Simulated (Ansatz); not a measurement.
# CuO: the cost of one run

Method: DFT PBE, scalar-relativistic, plane waves, PAW, in Ansatz 0.2.0.

### Step 1. The system as given

It takes space group Cccm (No. 66, orthorhombic). The conventional cell has a = 4.165 Å, b = 4.176 Å, c = 5.151 Å, α = 90.00°, β = 90.00°, γ = 90.00°. Cu (site symmetry 2/m) has 4 O at 1.96 Å as nearest neighbours. O (site symmetry 222) is surrounded by 4 Cu at 1.96 Å.

As a file:

```cif
data_structure
_symmetry_space_group_name_H-M 'Cccm'
_symmetry_Int_Tables_number 66
_cell_length_a 4.1648
_cell_length_b 4.1756
_cell_length_c 5.1511
_cell_angle_alpha 90.000
_cell_angle_beta 90.000
_cell_angle_gamma 90.000
_cell_volume 89.58
loop_
_atom_site_label
_atom_site_type_symbol
_atom_site_symmetry_multiplicity
_atom_site_Wyckoff_symbol
_atom_site_fract_x
_atom_site_fract_y
_atom_site_fract_z
_atom_site_occupancy
Cu1 Cu 4 f 0.75000 0.25000 0.00000 1
O1 O 4 b 0.00000 0.50000 0.25000 1
```

This cell was relaxed beforehand with the same method: volume 11.20 Å³/atom, gap on the mesh none (metal).

### Step 2. Cutting the (001) slab

Planes are indexed in the bulk's conventional cell (C2/c (No. 15)), a = 4.176 Å, b = 4.165 Å, c = 5.151 Å, α = 90.00°, β = 90.02°, γ = 90.00°.

The slab is a (001) slab, 9.0 Å thick as cut, with 15 Å of vacuum; its outer planes are Cu (top) and O (bottom).

The slab as cut. Layers, bottom to top:

```csv
plane,atoms per cell,height over the lowest (Å)
1,O,0.00
2,Cu,1.29
3,O,2.58
4,Cu,3.86
5,O,5.15
6,Cu,6.44
7,O,7.73
8,Cu,9.01
```

### Step 3. Single point on the unrelaxed (001) slab

A dipole layer in the vacuum cancels the field that periodic copies would set up if the slab's two faces differ.

Input file input.yaml:

```yaml
crystal:
  lattice:
    - [2.9487853379, 0.0, 0.0]
    - [0.0075954162, 2.9487755559, 0.0]
    - [0.0, 0.0, 24.0144323056]
  atoms:
    - { symbol: O, position: [0.5000045753, 0.5001702791, 0.3123121923] }
    - { symbol: Cu, position: [0.5001748544, 0.0001748544, 0.3659372802] }
    - { symbol: O, position: [0.5003451335, 0.5001794297, 0.4195623681] }
    - { symbol: Cu, position: [0.0003497087, 0.5003497087, 0.473187456] }
    - { symbol: O, position: [0.500354284, 0.5005199878, 0.526812544] }
    - { symbol: Cu, position: [0.5005245631, 0.0005245631, 0.5804376319] }
    - { symbol: O, position: [0.5006948422, 0.5005291384, 0.6340627198] }
    - { symbol: Cu, position: [0.0006994175, 0.5006994175, 0.6876878077] }
basis:
  ecutwfc: 420
kpoints:
  mp_grid: { grid: [12, 12, 1] }
hamiltonian:
  xc: pbe
scf:
  occupations: { method: gaussian, width: 0.1 }
output:
  forces: true
  stress: true
  eigenvalues: true
  write_density: true
  write_potential: true
  elf: true
  volumetric_format: npy
efield:
  axis: 3
  dipole_correction: true
```

The run is started by

```bash
$ ansatz run input.yaml --threads 1 --pin off --max-ram 2560MiB --backend cpu --events-out ev --progress --plain --runs-dir out
```

**Question.** How long does this run take on 1 thread of Arm Neoverse N1, shared host, and how much memory does it need?

About 5.3 min, with a peak of 0.79 GiB.
